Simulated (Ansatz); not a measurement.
# C2H8AlNSi: the cost of one run

Computed with Ansatz 0.2.0, driven from Python. Level of theory: Hartree-Fock/def2-SVP.

## Step 1: The structure

Bond lengths: C1–Al2 1.931 Å, Al2–N3 1.885 Å, Al2–Si4 2.382 Å, N3–Si4 1.834 Å, Si4–C5 1.891 Å, C1–H6 1.092 Å, C1–H7 1.116 Å, C1–H8 1.166 Å, N3–H9 1.024 Å, Si4–H10 1.407 Å, C5–H11 1.111 Å, C5–H12 1.084 Å, C5–H13 1.142 Å. Angles (14 of 24 angles, heavy atoms first): C1–Al2–N3 150.0°, C1–Al2–Si4 153.3°, N3–Al2–Si4 49.2°, Al2–N3–Si4 79.7°, Al2–Si4–N3 51.1°, Al2–Si4–C5 113.0°, N3–Si4–C5 108.9°, Al2–C1–H6 114.0°, Al2–C1–H7 110.9°, Al2–C1–H8 108.8°, Al2–N3–H9 109.5°, Si4–N3–H9 110.7°, Al2–Si4–H10 124.1°, N3–Si4–H10 112.1°.

No structure file is read: the coordinates are typed or built in the script.

## Step 2: Script

opt_c2h8alnsi.py

```python
# -*- coding: utf-8 -*-
"""Geometry optimisation of C2H8AlNSi."""

import itertools
import warnings

import ansatz as az
from ase import Atoms
from ase.data import atomic_numbers, covalent_radii
import numpy as np


def main():
    warnings.simplefilter("ignore", az.DeckWarning)

    atoms = Atoms(["C", "Al", "N", "Si", "C", "H", "H", "H", "H", "H", "H", "H", "H"], positions=[
        (-2.4748, 1.1879, 0.5594),
        (-0.5766, 0.8583, 0.6885),
        (0.8688, -0.0754, 1.4583),
        (1.5455, 0.2594, -0.2127),
        (1.4927, -1.336, -1.2271),
        (-3.0769, 0.5857, 1.2425),
        (-2.8333, 1.0442, -0.4881),
        (-2.6792, 2.3097, 0.8048),
        (0.6238, -1.0647, 1.5574),
        (2.684, 1.0843, -0.1667),
        (2.2456, -2.0174, -0.7753),
        (1.7561, -1.0844, -2.248),
        (0.4446, -1.7862, -1.1782),
    ])
    c2h8alnsi = az.Crystal.molecule_from_ase(atoms)

    calc = (
        c2h8alnsi.calculation()
        .basis(gaussian="def2-SVP")
        .functional("hf")
    )
    symbols = [site.symbol for site in c2h8alnsi.cartesian_sites]
    start = np.array([site.position_ang for site in c2h8alnsi.cartesian_sites], dtype=float)
    r = calc.relax(force_tolerance=0.01, max_steps=100).run().report
    end = np.array(r["positions_ang"])

    print("reference energy %16.6f eV" % r["reference_energy_ev"])
    print("total energy     %16.6f eV" % r["free_energy_ev"])
    print("occupied orbitals outside the frozen core (up, down):", r["n_occupied"], " frozen:", r["n_frozen"], " virtual:", r["n_virtual"])

    # pairs closer than 1.2 times the sum of covalent radii, before or after
    radius = [covalent_radii[atomic_numbers[s]] for s in symbols]
    span = lambda where, i, j: np.linalg.norm(where[i] - where[j])
    bonded = [(i, j) for i, j in itertools.combinations(range(len(symbols)), 2) if min(span(start, i, j), span(end, i, j)) < 1.2 * (radius[i] + radius[j])]
    print("pair        before    after (A)")
    for i, j in bonded:
        print(f"{symbols[i]}{i}-{symbols[j]}{j}".ljust(10), f"{span(start, i, j):8.4f} {span(end, i, j):8.4f}")
    with open("c2h8alnsi_opt.xyz", "w") as handle:
        handle.write(f"{len(symbols)}\nrelaxed C2H8AlNSi\n")
        handle.writelines(f"{s:2s} {x:11.6f} {y:11.6f} {z:11.6f}\n" for s, (x, y, z) in zip(symbols, end))


if __name__ == "__main__":
    main()
```

## Step 3: The input behind the calls

The package turns the script's settings into the engine's input:

```yaml
crystal:
  periodic: [false, false, false]
  atoms:
    - { symbol: C, position_ang: [-2.4748, 1.1879, 0.5594] }
    - { symbol: Al, position_ang: [-0.5766, 0.8583, 0.6885] }
    - { symbol: "N", position_ang: [0.8688, -0.0754, 1.4583] }
    - { symbol: Si, position_ang: [1.5455, 0.2594, -0.2127] }
    - { symbol: C, position_ang: [1.4927, -1.336, -1.2271] }
    - { symbol: H, position_ang: [-3.0769, 0.5857, 1.2425] }
    - { symbol: H, position_ang: [-2.8333, 1.0442, -0.4881] }
    - { symbol: H, position_ang: [-2.6792, 2.3097, 0.8048] }
    - { symbol: H, position_ang: [0.6238, -1.0647, 1.5574] }
    - { symbol: H, position_ang: [2.684, 1.0843, -0.1667] }
    - { symbol: H, position_ang: [2.2456, -2.0174, -0.7753] }
    - { symbol: H, position_ang: [1.7561, -1.0844, -2.248] }
    - { symbol: H, position_ang: [0.4446, -1.7862, -1.1782] }
basis:
  gaussian:
    orbitals: def2-SVP
hamiltonian:
  xc: hf
relax:
  f_tol: 0.01
  max_steps: 100
```

## Step 4: Running it

On the command line:

```
$ python opt_c2h8alnsi.py
```

**Question.** How long does this script take on 1 thread of Arm Neoverse V2, shared host, and how much memory does it need?

About 35 s, with a peak of 0.32 GiB.
